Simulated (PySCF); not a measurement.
# C4H10SSi2: the cost of one run

Programs: PySCF 2.14.0, with routines of our own; each step states its level. All values are computed. Atoms count from 0.

## 1. The system as given

17 atoms, charge 0, multiplicity 1; geometry from: GFN2-xTB.

## 2. Optimising the geometry at PBE0-D3(BJ)/def2-SVP

What the job is given:

```
{"job": {"xc": "PBE0", "basis": "def2-SVP", "d3": "d3bj", "grid": 2, "kind": "geom"}, "charge": 0, "multiplicity": 1}
C     -1.690024     1.773141     0.637942
S     -2.375035     0.176628     0.113723
C     -0.896857    -0.824761     0.052934
Si    -1.175369    -2.584196    -0.574302
C      0.250525    -0.363732     0.444223
C      1.424406     0.107553     0.741984
Si     2.554956     0.957146    -0.503077
H     -1.224052     1.664786     1.613423
H     -0.960666     2.110051    -0.093612
H     -2.523862     2.465485     0.692288
H     -2.042042    -3.285023     0.375157
H     -1.818466    -2.511760    -1.886585
H      0.139613    -3.219344    -0.660431
H      1.792570     0.006398     1.756536
H      1.881492     1.045931    -1.798491
H      3.798540     0.191300    -0.622960
H      2.857274     2.302427     0.000261
```

Launch:

```console
$ OMP_NUM_THREADS=1 python excited_run.py task.json out
```

This one command runs all jobs of the session in turn.

**Question.** How long does this first job take on 1 thread of Arm Neoverse V1, shared host, and how much memory does it need?

About 67 s, with a peak of 0.76 GiB.
